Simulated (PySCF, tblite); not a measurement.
# C₅H₁₄B₂SSi: geometry, infrared bands and NMR shifts

What infrared bands and NMR shifts should C₅H₁₄B₂SSi (`BBS[SiH2]CC1CCC1`) show?

Computed with tblite 0.8.0 and PySCF 2.14.0, with density-fitted response routines of our own, on a single molecule in the gas phase. Atoms count from 0, in the outputs and in this text.

## (1) The starting structure

23 atoms, charge 0, multiplicity 1; geometry from: force field or distance geometry start.

Bonds of the start (Å): B0–B1 1.67, B1–S2 1.86, S2–Si3 2.15, Si3–C4 1.84, C4–C5 1.51, C5–C6 1.51, C6–C7 1.52, C7–C8 1.52, C8–C5 1.51, B0–H9 1.17, B0–H10 1.18, B1–H11 1.20, Si3–H12 1.47, Si3–H13 1.49, C4–H14 1.14, C4–H15 1.11, C5–H16 1.13, C6–H17 1.10, C6–H18 1.11, C7–H19 1.11, C7–H20 1.11, C8–H21 1.11, C8–H22 1.09.

## (2) Optimising the geometry with GFN2-xTB

Job settings and geometry (Å):

```
{"job": {"kind": "relax", "xc": "GFN2-xTB", "basis": "xTB"}, "charge": 0, "multiplicity": 1}
B      5.565400     0.498000     0.551100
B      4.305800     0.022700    -0.437000
S      2.698100     0.938000    -0.257100
Si     1.067800    -0.362900     0.270000
C     -0.409800     0.106800    -0.726700
C     -1.645600     0.393200     0.088600
C     -2.847300     0.788500    -0.741200
C     -3.673800    -0.020000     0.241700
C     -2.421400    -0.836500     0.508500
H      6.461700     1.054800     0.046800
H      5.745600    -0.137300     1.533700
H      4.303600    -1.085800    -0.905700
H      1.406600    -1.784400     0.109800
H      0.697500    -0.206000     1.705000
H     -0.152200     1.096500    -1.220400
H     -0.630700    -0.619500    -1.539100
H     -1.459600     1.049200     0.988700
H     -2.821800     0.298500    -1.728000
H     -3.073600     1.873300    -0.733700
H     -4.499800    -0.594500    -0.226500
H     -3.957100     0.601100     1.111100
H     -2.295900    -1.117000     1.573000
H     -2.368400    -1.656900    -0.202300
```

Run with:

```bash
> OMP_NUM_THREADS=1 python probes_run.py task.json out
```

The driver reads the jobs from task.json and runs them one after another.

**Question.** This job is followed by: GFN2-xTB harmonic vibrations, gas phase; GIAO PBE0/pcSseg-1 NMR shielding, non-relativistic, gas phase. Predict these results of the whole session: strongest single infrared mode (GFN2-xTB); zero-point energy (GFN2-xTB); ¹³C shifts against TMS (PBE0/pcSseg-1, means over atoms taken as alike); ¹H shifts against TMS (PBE0/pcSseg-1, means over atoms taken as alike); ¹¹B shifts against BF3·OEt2 (PBE0/pcSseg-1); ³³S shifts against CS2 (PBE0/pcSseg-1); ²⁹Si shifts against TMS (PBE0/pcSseg-1).

**Answer**, as computed:

| quantity | value |
| --- | --- |
| strongest single infrared mode (GFN2-xTB) | 708 cm⁻¹, 397 km/mol |
| zero-point energy (GFN2-xTB) | 111.7 kcal/mol |
| ¹³C shifts against TMS (PBE0/pcSseg-1, means over atoms taken as alike) | 31.4, 31.2, 27.7, 16.8 ppm |
| ¹H shifts against TMS (PBE0/pcSseg-1, means over atoms taken as alike) | 9.80, 8.78, 4.85, 2.30, 2.25, 1.99, 1.88, 1.69, 1.30 ppm |
| ¹¹B shifts against BF3·OEt2 (PBE0/pcSseg-1) | 104.6, 84.1 ppm |
| ³³S shifts against CS2 (PBE0/pcSseg-1) | -34 ppm |
| ²⁹Si shifts against TMS (PBE0/pcSseg-1) | -21.3 ppm |

**Reading.** Relaxing lowered the energy by 1.059 eV in 251 steps; the close pair that moved most is B1–S2, from 1.859 to 1.782 Å. No mode is imaginary among the 63: a minimum at this level. The strongest single mode, at 708 cm⁻¹, moves mainly H12 and H13. Unscaled tight-binding wavenumbers are off by several per cent, some by more. Its intensities can rank the bands wrongly. At PBE0/pcSseg-1: Shielding is most anisotropic at S2 (span 566 ppm, paramagnetic term -524 ppm).
